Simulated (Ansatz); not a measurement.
This script drives Ansatz's Python interface.

`run_scan.py`
```python
"""Stretching a bond of C2H6Si2, the rest held rigid."""

import warnings

import ansatz
import numpy as np

BASIS_SET = "def2-SVP"
XC = "pbe"

GEOMETRY = """
Si   -0.97920    0.93260   -0.85530
C    -0.12050   -0.16970    0.01240
C    -0.05520   -1.35420    0.53000
Si    1.50440   -0.35830    0.79010
H    -1.36980    0.47830   -2.24150
H    -2.29460    1.34130   -0.17870
H    -0.23830    2.24130   -1.03730
H    -0.52480   -2.24950    0.66730
H     1.58570    0.00270    2.26680
H     2.57540   -0.91570    0.04910
"""

warnings.simplefilter("ignore", ansatz.DeckWarning)

system = ansatz.Crystal.molecule()
for line in GEOMETRY.strip().splitlines():
    symbol, *xyz = line.split()
    system = system.atom(symbol, [float(v) for v in xyz])

symbols = [site.symbol for site in system.cartesian_sites]
start = np.array([site.position_ang for site in system.cartesian_sites])
axis = (start[8] - start[3]) / np.linalg.norm(start[8] - start[3])
moving = [8]
lengths, energies = [1.34, 1.401, 1.461, 1.522, 1.583, 1.644, 1.705, 1.796], []
for length in lengths:
    xyz = start.copy()
    xyz[moving] += (length - np.linalg.norm(start[8] - start[3])) * axis
    point = ansatz.Crystal.molecule()
    for symbol, place in zip(symbols, xyz):
        point = point.atom(symbol, place.tolist())
    base = point.calculation().basis(gaussian=BASIS_SET).functional(XC)
    data = base.run().report
    energies.append(data["free_energy_ev"])
    print(f"r = {length:6.3f} A  E = {energies[-1]:.5f} eV  <S^2> = {abs(data['mean_field']['state']['spin_squared']):.3f}")

# quartic fit about the minimum
fit = np.polynomial.Polynomial.fit(lengths, np.array(energies) - min(energies), 4).convert()
roots = [r.real for r in fit.deriv().roots() if abs(r.imag) < 1e-9 and fit.deriv(2)(r.real) > 0]
r_e = min(roots, key=lambda r: abs(r - lengths[int(np.argmin(energies))]))
print(f"minimum of the fit at {r_e:.4f} A, force constant {fit.deriv(2)(r_e):.2f} eV/A^2")
```

It is started by `python run_scan.py`. How long does it take on 1 thread of Arm Neoverse V1, on a shared host, and how much memory does it need?

It took about 20 s, with a peak of 0.19 GiB, for 8 runs of the engine.

```console
$ python run_scan.py
r =  1.340 A  E = -17905.48312 eV  <S^2> = 0.000
r =  1.401 A  E = -17905.65980 eV  <S^2> = 0.000
r =  1.461 A  E = -17905.73832 eV  <S^2> = 0.000
r =  1.522 A  E = -17905.74332 eV  <S^2> = 0.000
r =  1.583 A  E = -17905.69066 eV  <S^2> = 0.000
r =  1.644 A  E = -17905.59454 eV  <S^2> = 0.000
r =  1.705 A  E = -17905.46619 eV  <S^2> = 0.000
r =  1.796 A  E = -17905.23335 eV  <S^2> = 0.000
minimum of the fit at 1.4955 A, force constant 17.50 eV/A^2
```

What to keep in mind:
- Total energies depend on the basis set; only differences at equal settings carry meaning.
- The rest of the molecule is held rigid at a force-field or estimated start geometry, and the basis set is modest; single-reference methods fail as a bond breaks.
- The orbitals are restricted, so S² is zero by construction.
